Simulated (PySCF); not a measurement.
# WHOH: relaxation and vibrations of the triplet

The task is one start of a wider search on WHOH: the triplet, from a linear start. It is relaxed, tested by its Hessian and followed downhill if it is a saddle.

Method: PBE0, basis W def2-TZVP with ECP60, H def2-TZVP, O def2-TZVP, scalar-relativistic core potentials, no spin–orbit coupling, density fitting; program: PySCF 2.14.0.

**1. The system as given**

4 atoms, charge 0, spin multiplicity 3.

Bond lengths: W1–H2 1.690 Å, W1–O3 2.000 Å, O3–H4 0.960 Å. Angles: H2–W1–O3 180.0°, W1–O3–H4 130.0°.

```xyz
4
charge 0 multiplicity 3
W     0.0000    0.0000    0.0000
H     0.0000    0.0000    1.6900
O     0.0000    0.0000   -2.0000
H     0.7354    0.0000   -2.6171
```

**2. The SCF at the typed geometry**

The steps below are one call of a driver around PySCF. For each, scf.py gives the equivalent set-up of the SCF; relaxations use the driver's own optimiser. After this first run the driver tries any further starts and a stability analysis.

File scf.py:

```python
from pyscf import gto, scf, dft
mol = gto.M(atom='''
W      0.000000     0.000000     0.000000
H      0.000000     0.000000     1.690000
O      0.000000     0.000000    -2.000000
H      0.735400     0.000000    -2.617100''',
    basis={'W': 'def2-TZVP', 'H': 'def2-TZVP', 'O': 'def2-TZVP'},
    ecp={'W': 'def2-TZVP'},
    charge=0, spin=2)
mf = dft.UKS(mol, xc='PBE0')
mf.grids.atom_grid = (50, 194)
aux = {'W': 'def2-universal-JKFIT', 'H': 'def2-universal-JKFIT', 'O': 'def2-universal-JKFIT'}
mf = mf.density_fit(auxbasis=aux)
mf.conv_tol = 1e-08
mf.diis_space = 10
mf.max_cycle = 60
mf.init_guess = 'minao'
mf.verbose = 4
mf.kernel()
```

Command:

```console
$ OMP_NUM_THREADS=2 python axn.py task.json out
```

The runs that follow: Relaxation: linear start, triplet; Is it a minimum? Harmonic modes.

**Question.** What will these runs give? Wanted: minimum; geometry; wavenumbers; dipole moment; highest occupied, lowest empty level; polar-tensor charge of W1; zero-point energy; atomisation energy; ⟨S²⟩.

As calculated:

| quantity | value |
| --- | --- |
| minimum | triplet, Cs |
| geometry | O–H 0.961 Å, W–H 1.713 Å, W–O 1.824 Å; H–O–W 129.9°, H–W–O 131.5° |
| wavenumbers (cm⁻¹) | 455 (a'), 596 (a''), 712 (a'), 795 (a'), 1971 (a'), 3867 (a') |
| dipole moment | 1.19 D |
| highest occupied, lowest empty level (either spin) | -4.95, -2.54 eV |
| polar-tensor charge of W1 | +0.51 e |
| zero-point energy | 50.2 kJ/mol |
| entropy at 298.15 K | 276.9 J/(mol K) |
| atomisation energy (no zero-point energy) | 1125 kJ/mol |
| ⟨S²⟩ | 2.042 |

The linear start keeps its Cs symmetry and ends in a minimum. The strongest infrared band lies at 3867 cm⁻¹ (a'). Most of the spin sits on W1 (Mulliken spin 2.13, against 2 for the whole molecule). The first SCF alone would have been 13 kJ/mol too high. Only this shape and spin were tried, so other structures or states may lie lower. One determinant may miss the lowest occupation of an open d or f shell. With an element this heavy the missing spin–orbit coupling can shift these numbers.
